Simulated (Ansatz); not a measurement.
NaLa, space group P-6m2: a scan of the energy under strain, run with Ansatz 0.2.0 through its Python package.

Script `run_strain.py`:
```python
import ansatz as az
import numpy as np
from tabulate import tabulate

vectors0 = np.array([
    [3.60625, 0.0, 0.0],
    [-1.80313, 3.1231, 0.0],
    [0.0, 0.0, 6.48378],
])
sites = [
    ("Na", (0.0, 0.0, 0.0)),
    ("La", (1 / 3, 2 / 3, 0.5)),
]


def build(cell):
    crystal = az.Crystal(lattice=az.Lattice.of(cell))
    for symbol, position in sites:
        crystal = crystal.atom(symbol, position)
    return crystal

values = np.linspace(-0.05, 0.05, 7)
energies = []
for d in values:
    strain = np.diag([d, d, (1 + d) ** -2 - 1])
    cell = vectors0 @ (np.eye(3) + strain)
    base = (
        build(cell).calculation()
        .functional(exchange="b88", correlation="pbe")
        .basis(420)
        .occupations("gaussian")
        .eigensolver("davidson")
        .scf(max_iterations=80)
        .kpoints(7, 7, 4)
        .stress()
    )
    data = base.run().report
    energies.append(data["free_energy_ev"] / len(sites))
    s = data["stress_gpa"]
    print(f"d = {d:+.4f}  stress xx yy zz xy (GPa): {s[0][0]:8.3f} {s[1][1]:8.3f} {s[2][2]:8.3f} {s[0][1]:8.3f}")
energies = np.array(energies)

print(tabulate(zip(values, 1000 * (energies - energies.min())), headers=["strain", "dE (meV/atom)"], floatfmt=".3f"))
curvature = 2 * np.polyfit(values, energies, 3)[1]
volume = abs(np.linalg.det(vectors0)) / len(sites)
print(f"d2E/dd2 over the volume: {curvature / volume * 160.21766:.1f} GPa")
```

How much energy does this tetragonal strain cost, and what curvature follows?

Against the unstrained cell the energy per atom changes by +37.78 meV at one end of the scan and +67.80 meV at the other, and its second derivative over the volume is 184.9 GPa.

The run itself:

```console
$ python run_strain.py
DeckWarning: crystal.lattice misses the space group found at crystal.symmetry.tolerance 1.0e-5 in a digit that the deck types, which is why this is a warning: making the lattice exact moves one of [...]
d = -0.0500  stress xx yy zz xy (GPa):    1.836    1.836   -2.348    0.000
DeckWarning: crystal.lattice, of which some number shows no typed digit to judge by, misses the space group found at crystal.symmetry.tolerance 1.0e-5 by more than rounding, which is why this is a [...]
d = -0.0333  stress xx yy zz xy (GPa):    0.963    0.963   -1.434    0.000
d = -0.0167  stress xx yy zz xy (GPa):    0.224    0.224   -0.528   -0.000
d = +0.0000  stress xx yy zz xy (GPa):   -0.422   -0.422    0.442    0.000
d = +0.0167  stress xx yy zz xy (GPa):   -1.026   -1.026    1.444   -0.000
d = +0.0333  stress xx yy zz xy (GPa):   -1.498   -1.498    2.322    0.000
d = +0.0500  stress xx yy zz xy (GPa):   -1.800   -1.800    3.057   -0.000
  strain    dE (meV/atom)
--------  ---------------
  -0.050           38.248
  -0.033           12.275
  -0.017            0.000
   0.000            0.463
   0.017           12.990
   0.033           36.583
   0.050           68.262
d2E/dd2 over the volume: 184.9 GPa
```
(Warnings from the package without file and line, shortened, repeats left out.)

These settings explore the input space; cutoff and mesh may be short of convergence. For a metal this k-point mesh is coarse: on a finer one energies can move by several to tens of meV an atom and pressures by half a GPa or more, differences at one mesh by less. The curvature belongs to this strain pattern and to the cell's stress; it equals a single elastic constant only for simple patterns. In a metal a curvature from energy changes of a few meV or less hangs on mesh and smearing, in size and even in sign. This cell is a computed structure, which may not be the phase found in nature. The ions keep their fractional positions (clamped ions). The whole script took 15 s on 1 thread of Intel(R) Xeon(R) 6975P-C (Granite Rapids) (shared host), peak memory 0.42 GiB.

(Lines on the test bed's own set-up are left out of the output.)
